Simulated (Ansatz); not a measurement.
**r2SCAN0/def2-SVP (core potential) run of BI3 (boron triiodide)**

What is the electronic atomisation energy of BI3 (boron triiodide) at r2SCAN0/def2-SVP (core potential)? 

The calculation is run with Ansatz 0.2.0.

35 further runs of the same task are left out: 1 that didn't finish, 34 set aside as unsound or not needed.

### Step 1. The structure to begin with

The species is BI3 (4 atoms), meant as a singlet with charge 0. SMILES: `IB(I)I`. The coordinates come from a PBE0-D4/def2-TZVP relaxation.

Bond lengths: I1–B2 2.110 Å, B2–I3 2.110 Å, B2–I4 2.110 Å. Angles: I1–B2–I3 120.0°, I1–B2–I4 120.0°, I3–B2–I4 120.0°.

### Step 2. A single-point energy at r2SCAN0/def2-SVP (core potential)

File run.yaml:

```yaml
basis:
  gaussian:
    orbitals: def2-SVP
crystal:
  periodic: [false, false, false]
  atoms:
    - symbol: I
      position_ang: [-1.308500, -0.295200, 1.615600]
    - symbol: B
      position_ang: [0.013900, -0.015100, -0.005100]
    - symbol: I
      position_ang: [1.876800, -1.006300, -0.030300]
    - symbol: I
      position_ang: [-0.526500, 1.256300, -1.600500]
hamiltonian:
  xc: {name: r2SCAN0}
accuracy: high
output:
  orbitals: {seedname: orbitals}
```

Command:

```console
ansatz run run.yaml --threads 1 --pin off --max-ram 3480MiB --events-out events.jsonl --progress --plain --runs-dir runs
```

What it wrote:

```text
Warning: RAYON_NUM_THREADS=1 ignored (pool sized by the plan → 1); use --threads N
Functional definition: r2SCAN0
  name "r2SCAN0"
  parameter a = 0.25
  parameter k0 = 0.174
  parameter k1 = 0.065
  parameter a1 = 4.9479
  exchange = (1 - a)*r2scan_x(k0 = k0, k1 = k1, a1 = a1) + a*exact_x
  correlation = r2scan_c
2268 factors; integrals over basis functions are off by at most 2.8e-9 eV
mean field evaluation 1: about -24987.0202 eV, gradient 4.6e0 eV
mean field evaluation 2: about -24987.0663 eV, gradient 3.6e0 eV
mean field evaluation 4: about -24987.1031 eV, gradient 5.1e-1 eV
mean field evaluation 8: about -24987.1733 eV, gradient 1.2e-2 eV
mean field evaluation 16: about -24987.1733 eV, gradient 6.2e-6 eV
mean field -24987.17326660 eV, -918.2616806332 hartree, gradient 1.1e-8 eV, S^2 0.000000; 0 other end points of the search recorded, 0 dependent functions left out
reference -24987.17326699 eV, -918.2616806476 hartree; 40, 40 occupied and 52, 52 virtual orbitals, 2268 factors
Total energy: -24987.17326699 eV, -918.2616806476 hartree
```

Wall time 22 s (1 thread of Intel Xeon Platinum 8488C (Sapphire Rapids), shared host); peak memory 0.5 GiB.

### Step 3. The B atom at the same level

File in.yaml:

```yaml
crystal:
  periodic: [false, false, false]
  atoms:
    - {symbol: B, position_ang: [0.000000, 0.000000, 0.000000]}
basis:
  gaussian:
    orbitals: def2-SVP
magnetization:
  spin_polarized: true
  initial_magnetization: 1
hamiltonian:
  xc: {name: r2SCAN0}
accuracy: high
```

Run the same way, it converges to -24.60878 Eh (log not shown).

### Step 4. The I atom at the same level

File job.yaml:

```yaml
crystal:
  periodic: [false, false, false]
  atoms:
    - symbol: I
      position_ang: [0.000000, 0.000000, 0.000000]
basis:
  gaussian:
    orbitals: def2-SVP
hamiltonian:
  xc: {name: r2SCAN0}
accuracy: high
magnetization:
  spin_polarized: true
  initial_magnetization: 1
```

Run the same way, it converges to -297.76311 Eh (log not shown).

### Step 5. What came out

At r2SCAN0/def2-SVP (core potential):

| quantity | value |
| --- | --- |
| molecule: total energy | -918.26168 Eh |
| molecule: HOMO energy | -7.55 eV |
| molecule: LUMO energy | -2.43 eV |
| molecule: HOMO–LUMO gap | 5.12 eV |
| B atom: total energy | -24.60878 Eh |
| B atom: ⟨S²⟩ | 0.754 |
| I atom: total energy | -297.76311 Eh |
| I atom: ⟨S²⟩ | 0.753 |
| electronic atomisation energy | 9.893 eV |

In words: Taking the molecule apart into free atoms costs 9.89 eV (228 kcal/mol), before zero-point energy and without spin-orbit coupling.
